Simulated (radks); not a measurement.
# Br²⁺ inside a hard spherical wall

Aim: energy, levels and pressure of Br²⁺ as a wall, at which all orbitals vanish, closes in. The configuration stays [Ar] 3d10 4s2 4p3.

The numbers are computed with radks (a radial shooting solver on a logarithmic mesh, Libxc functionals) version 1 (non-relativistic Kohn-Sham, PBE, spin-polarised, spherical densities, point nucleus; open shells are filled with parallel spins first), except any that are marked as measured or tabulated.

**1. The system**

* element: bromine (Z = 35)
* charge: +2
* electrons: 33
* configuration: [Ar] 3d10 4s2 4p3

The outer shells:

Br²⁺
```
[Ar] core
3d [↑↓][↑↓][↑↓][↑↓][↑↓]
4s [↑↓]
4p [↑ ][↑ ][↑ ]
```

**2. The free atom**

The run's settings:

```text
Z 35
configuration [Ar] 3d10 4s2 4p3 5s0 4d0 5p0
relativity non-relativistic
functional pbe,pbe
spin polarised
nucleus point
```

**3. Wall at 15 bohr**

Changes since step 2:

```diff
@@ -6 +6,2 @@
 nucleus point
+wall 15 bohr
```

**4. Wall at 12 bohr**

Changes since step 3:

```diff
@@ -6,2 +6,2 @@
 nucleus point
-wall 15 bohr
+wall 12 bohr
```

**5. Wall at 10 bohr**

Changes since step 4:

```diff
@@ -6,2 +6,2 @@
 nucleus point
-wall 12 bohr
+wall 10 bohr
```

**6. Wall at 7 bohr**

Changes since step 5:

```diff
@@ -6,2 +6,2 @@
 nucleus point
-wall 10 bohr
+wall 7 bohr
```

**7. Wall at 6 bohr**

Changes since step 6:

```diff
@@ -6,2 +6,2 @@
 nucleus point
-wall 7 bohr
+wall 6 bohr
```

**8. Wall at 4 bohr**

Changes since step 7:

```diff
@@ -6,2 +6,2 @@
 nucleus point
-wall 6 bohr
+wall 4 bohr
```

**9. Wall at 2 bohr**

Changes since step 8:

```diff
@@ -6,2 +6,2 @@
 nucleus point
-wall 4 bohr
+wall 2 bohr
```

What does the calculation give? Wanted: for each run, R; E − E(free); ε(4p); ε(4d, empty); ε(5s, empty); ε(5p, empty); pressure.

**Answer**, as computed:

| R (bohr) | E − E(free) (eV) | ε(4p) (eV) | ε(4d, empty) (eV) | ε(5s, empty) (eV) | ε(5p, empty) (eV) | pressure (GPa) |
| --- | --- | --- | --- | --- | --- | --- |
| free | 0.000 | -29.401 | -12.442 | -12.214 | - | 0 |
| 15 | -0.000 | -29.401 | -12.442 | -12.214 | - | < 0.0001 |
| 12 | 0.000 | -29.401 | -12.442 | -12.214 | - | < 0.0001 |
| 10 | 0.000 | -29.401 | -12.441 | -12.206 | -9.067 | < 0.0001 |
| 7 | 0.001 | -29.399 | -12.365 | -11.811 | -8.123 | 0.00548 |
| 6 | 0.015 | -29.379 | -12.150 | -10.889 | -6.510 | 0.0898 |
| 4 | 1.749 | -28.136 | -8.547 | 1.198 | 9.601 | 21.4 |
| 2 | 161.23 | 19.475 | 56.884 | 181.86 | 200.89 | 8470 |

Eigenvalues are for spin up. At the tightest wall, 2 bohr, the energy stands 161.23 eV above the free atom and the pressure, −dE/dV, is 8470 GPa. Of the levels in the table that exist at both ends, 5s (empty) rises most from the free atom (194.08 eV). From R = 2 bohr inwards the highest occupied level lies above zero, pushed up by confinement. Shells are not refilled when levels cross, and a hard wall is a model, not a crystal.
